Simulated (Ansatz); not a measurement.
# CH4FGeN (SMILES [H]/N=[C](/F)[GeH3]): HF/6-31G(d) (spherical functions)

What is the vertical ionisation energy of CH4FGeN at HF/6-31G* (spherical functions)? 

Program for the calculation: Ansatz 0.2.0.

128 further runs of the same task are left out: 128 set aside as unsound or not needed. Runs told in other sessions of the task aren't counted.

### 1 The system as given

CH4FGeN has 8 atoms, charge 0, and is taken as a singlet. As SMILES, `[H]/N=[C](/F)[GeH3]`. Geometry: relaxed at PBE0-D4/def2-TZVP.

Bond lengths: N1–C2 1.246 Å, C2–F3 1.346 Å, C2–Ge4 1.978 Å, N1–H5 1.016 Å, Ge4–H6 1.532 Å, Ge4–H7 1.534 Å, Ge4–H8 1.532 Å. Angles: N1–C2–F3 117.4°, N1–C2–Ge4 131.1°, F3–C2–Ge4 111.5°, C2–N1–H5 111.2°, C2–Ge4–H6 108.9°, C2–Ge4–H7 106.6°, C2–Ge4–H8 108.9°, H6–Ge4–H7 111.0°, H6–Ge4–H8 110.4°, H7–Ge4–H8 111.0°.

### 2 A single-point energy at HF/6-31G(d) (spherical functions)

File input.yaml:

```yaml
crystal:
  periodic: [false, false, false]
  atoms:
    - symbol: N
      position_ang: [1.895900, 0.222300, -0.348500]
    - symbol: C
      position_ang: [0.908100, 0.027300, 0.385600]
    - symbol: F
      position_ang: [1.137400, -0.127100, 1.702400]
    - symbol: Ge
      position_ang: [-1.019900, -0.103800, -0.035500]
    - symbol: H
      position_ang: [1.617200, 0.325400, -1.319900]
    - symbol: H
      position_ang: [-1.766200, 1.006900, 0.710300]
    - symbol: H
      position_ang: [-1.149700, 0.071600, -1.553900]
    - symbol: H
      position_ang: [-1.530700, -1.479600, 0.403700]
basis:
  gaussian:
    orbitals: 6-31G_st_-spherical.json
output: {orbitals: {seedname: orbitals}}
accuracy: high
hamiltonian:
  xc: hf
```

The basis set 6-31G* is read from a file made from the Basis Set Exchange's data (not shown).

Command:

```
$ ansatz run input.yaml --threads 1 --pin off --max-ram 3480MiB --events-out events.jsonl --progress --plain --runs-dir runs
```

The log of the run:

```text
Warning: RAYON_NUM_THREADS=1 ignored (pool sized by the plan → 1); use --threads N
Functional definition: HF
  name "HF"
  exchange = exact_x
  correlation = 0
1829 factors; integrals over basis functions are off by at most 1.6e-8 eV
mean field evaluation 1: about -61742.8868 eV, gradient 3.4e1 eV
mean field evaluation 2: about -61742.9814 eV, gradient 3.4e1 eV
mean field evaluation 4: about -61745.7572 eV, gradient 3.3e0 eV
mean field evaluation 8: about -61745.8164 eV, gradient 2.1e-1 eV
mean field -61745.81674085 eV, -2269.1169124085 hartree, gradient 3.0e-8 eV, S^2 0.000000; 0 other end points of the search recorded, 0 dependent functions left out
reference -61745.81674085 eV, -2269.1169124085 hartree; 29, 29 occupied and 53, 53 virtual orbitals, 1829 factors
Total energy: -61745.81674085 eV, -2269.1169124085 hartree
```

Wall time 4.8 s (1 thread of Arm Neoverse N1, shared host); peak memory 0.23 GiB.

### 3 The doublet cation, same level

File molecule.yaml:

```yaml
basis:
  gaussian: {orbitals: 6-31G_st_-spherical.json}
crystal:
  periodic: [false, false, false]
  atoms:
    - symbol: N
      position_ang: [1.895900, 0.222300, -0.348500]
    - symbol: C
      position_ang: [0.908100, 0.027300, 0.385600]
    - symbol: F
      position_ang: [1.137400, -0.127100, 1.702400]
    - symbol: Ge
      position_ang: [-1.019900, -0.103800, -0.035500]
    - symbol: H
      position_ang: [1.617200, 0.325400, -1.319900]
    - symbol: H
      position_ang: [-1.766200, 1.006900, 0.710300]
    - symbol: H
      position_ang: [-1.149700, 0.071600, -1.553900]
    - symbol: H
      position_ang: [-1.530700, -1.479600, 0.403700]
total_charge: 1
magnetization: {spin_polarized: true, initial_magnetization: 1}
hamiltonian: {xc: hf}
accuracy: high
output: {orbitals: {seedname: orbitals}}
```

The basis set 6-31G* is read from a file made from the Basis Set Exchange's data (not shown).

Command:

```
$ ansatz run molecule.yaml --threads 1 --pin off --max-ram 3480MiB --events-out events.jsonl --progress --plain --runs-dir runs
```

The log of the run:

```text
Warning: RAYON_NUM_THREADS=1 ignored (pool sized by the plan → 1); use --threads N
[... 4 set-up lines as earlier in the session ...]
1829 factors; integrals over basis functions are off by at most 1.6e-8 eV
mean field evaluation 1: about -61728.6601 eV, gradient 3.4e1 eV
mean field evaluation 2: about -61728.6670 eV, gradient 3.4e1 eV
mean field evaluation 4: about -61735.3169 eV, gradient 5.7e0 eV
mean field evaluation 8: about -61736.3992 eV, gradient 7.8e-1 eV
mean field evaluation 16: about -61736.4347 eV, gradient 2.2e-8 eV
mean field evaluation 32: about -61735.4024 eV, gradient 3.0e0 eV
mean field evaluation 64: about -61732.3803 eV, gradient 8.1e0 eV
mean field evaluation 96: about -61736.2098 eV, gradient 2.2e0 eV
mean field -61736.43466566 eV, -2268.7721275045 hartree, gradient 7.1e-8 eV, S^2 0.813875; 1 other end points of the search recorded, 0 dependent functions left out
reference -61736.43466566 eV, -2268.7721275045 hartree; 29, 28 occupied and 53, 54 virtual orbitals, 1829 factors
Total energy: -61736.43466566 eV, -2268.7721275045 hartree
```

It took 15 s on 1 thread of Arm Neoverse N1, shared host; peak memory 0.32 GiB.

### 4 Results

Level: HF/6-31G* (spherical functions).

```
                                          quantity           value
                     singlet CH4FGeN: total energy  -2269.11691 Eh
                      singlet CH4FGeN: HOMO energy       -11.61 eV
                      singlet CH4FGeN: LUMO energy         3.38 eV
                    singlet CH4FGeN: HOMO–LUMO gap        14.99 eV
                      doublet cation: total energy  -2268.77213 Eh
doublet cation: HOMO energy (highest over α and β)       -18.26 eV
 doublet cation: LUMO energy (lowest over α and β)        -7.15 eV
                              doublet cation: ⟨S²⟩           0.814
vertical ionisation energy (to the doublet cation)        9.382 eV
```

In words: Removing an electron at fixed nuclei costs 9.38 eV (216 kcal/mol). −ε(HOMO) before ionisation, 11.61 eV, is 2.23 eV above this ionisation energy.
